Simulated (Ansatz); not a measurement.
# C2H5F2In: small, medium and large basis sets

An exercise on one series of results from a longer session: the logs are not shown, and one member is left open.

The runs use Ansatz 0.2.0, Gaussian basis; one geometry, several basis sets.

Plan: PBE0-D4/def2-SVP; ωB97M-V/def2-SVP; PBE0-D4/def2-QZVPP; ωB97M-V/def2-QZVPP; the functionals' def2-TZVPP values are taken from earlier runs.

2 further runs of the same task are left out: 2 for a known fault of the program. Runs told in other sessions of the task aren't counted.

## The geometry

All runs share one geometry, relaxed beforehand with PBE0-D4 in a triple-zeta def2 set. In takes the def2 core potential; no spin-orbit term is included.

SMILES `C[CH](F)[InH][F]`, 10 atoms, charge 0, spin multiplicity 1.

Atoms are counted from 1 here; the program's logs count them from 0.

Bond lengths: C1–C2 1.507 Å, C1–H6 1.094 Å, C1–H7 1.093 Å, C1–H8 1.092 Å, C2–F3 1.395 Å, C2–In4 2.174 Å, C2–H9 1.095 Å, In4–F5 1.974 Å, In4–H10 1.703 Å. Angles: C2–C1–H6 110.5°, C2–C1–H7 109.6°, C2–C1–H8 111.9°, H6–C1–H7 108.6°, H6–C1–H8 108.0°, H7–C1–H8 108.2°, C1–C2–F3 109.9°, C1–C2–In4 112.5°, C1–C2–H9 110.0°, F3–C2–In4 110.2°, F3–C2–H9 106.7°, In4–C2–H9 107.3°, C2–In4–F5 104.3°, C2–In4–H10 144.5°, F5–In4–H10 111.2°.

The first run:

Contents of in.yaml:

```yaml
crystal:
  periodic: [false, false, false]
  atoms:
    - {symbol: C, position_ang: [-0.945190, -0.923744, 0.076008]}
    - {symbol: C, position_ang: [0.419566, -0.432452, 0.485098]}
    - {symbol: F, position_ang: [0.526248, -0.427552, 1.875881]}
    - {symbol: In, position_ang: [0.865112, 1.541162, -0.310137]}
    - {symbol: F, position_ang: [0.376130, 1.420956, -2.219289]}
    - {symbol: H, position_ang: [-1.110913, -1.942102, 0.440876]}
    - {symbol: H, position_ang: [-1.022202, -0.926371, -1.014094]}
    - {symbol: H, position_ang: [-1.741219, -0.289686, 0.472330]}
    - {symbol: H, position_ang: [1.190915, -1.115183, 0.113002]}
    - {symbol: H, position_ang: [1.441554, 3.094962, 0.080325]}
basis:
  gaussian: {orbitals: def2-SVP}
hamiltonian: {xc: pbe0, dispersion: d4}
output: {orbitals: {seedname: orbitals}}
```

Command:

```sh
ansatz run in.yaml --threads 4 --pin off --events-out ev --progress --plain --max-ram 10444MiB
```

Among the steps run: PBE0-D4 in def2-SVP; ωB97M-V in def2-SVP; PBE0-D4 in def2-QZVPP; ωB97M-V in def2-QZVPP.

One of the session's tables, all rows but one given; the rest of the session is left out.

It belongs to the step «Functionals by basis». 

```
functional       basis  HOMO (eV)  LUMO (eV)
   PBE0-D4    def2-SVP      -7.51      -1.55
   PBE0-D4  def2-TZVPP          ?          ?
   PBE0-D4  def2-QZVPP      -7.67      -1.69
   ωB97M-V    def2-SVP      -9.66       0.02
   ωB97M-V  def2-TZVPP      -9.80      -0.22
   ωB97M-V  def2-QZVPP      -9.84      -0.29
```

Q: Estimate the row for PBE0-D4, def2-TZVPP from the others.

**Answer.** HOMO (eV): -7.63; LUMO (eV): -1.66. In the column «HOMO (eV)» it lies between PBE0-D4, def2-QZVPP (-7.67) and PBE0-D4, def2-SVP (-7.51).
